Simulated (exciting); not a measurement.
LiSiP: single point with PBE

LiSiP:

```xyz
3
Lattice="2.0288 -2.1599 0.0000 2.0288 2.1599 0.0000 0.0000 0.0000 5.4450" Properties=species:S:1:pos:R:3 pbc="T T T"
Li    2.0288    0.0000    2.7225
Si    2.0288    0.0000    0.0000
P     0.0000    0.0000    0.0000
```

The cell was built by a generator and needn't be a form met in nature.

| Property | Result |
| --- | --- |
| Program | exciting (release sodium) |
| Task | single point |
| Functional | PBE |
| Potentials or basis | all-electron LAPW+lo, shipped species files, valence relativity zora |
| rgkmax | 7 |
| k mesh | 9 × 9 × 5 |
| Occupations | fermi-dirac, width 0.05 eV |
| Spin | no spin polarisation |

The band gap on the k mesh is none (metal or under the smearing width) and the all electrons inside the program's atomic spheres are Li 2.08; Si 11.63; P 12.58 (radii Li 1.7, Si 1.85, P 1.85 bohr).

Levels at points of the mesh, in eV from the Fermi level:
```tsv
k point	band 2	band 3	band 4	band 5	band 6	band 7	band 8	band 9	band 10	band 11
(0.00, 0.00, 0.00)	-16.43	-6.77	-3.47	-2.20	-1.96	1.13	2.46	5.47	8.37	8.82
```

It took 4.3 min on 1 thread of Intel(R) Xeon(R) Platinum 8488C (Sapphire Rapids), on a shared host, peak memory 0.17 GiB.

Caveat: the log's total energy holds no entropy term; the free energy is that total less TS from the occupations.
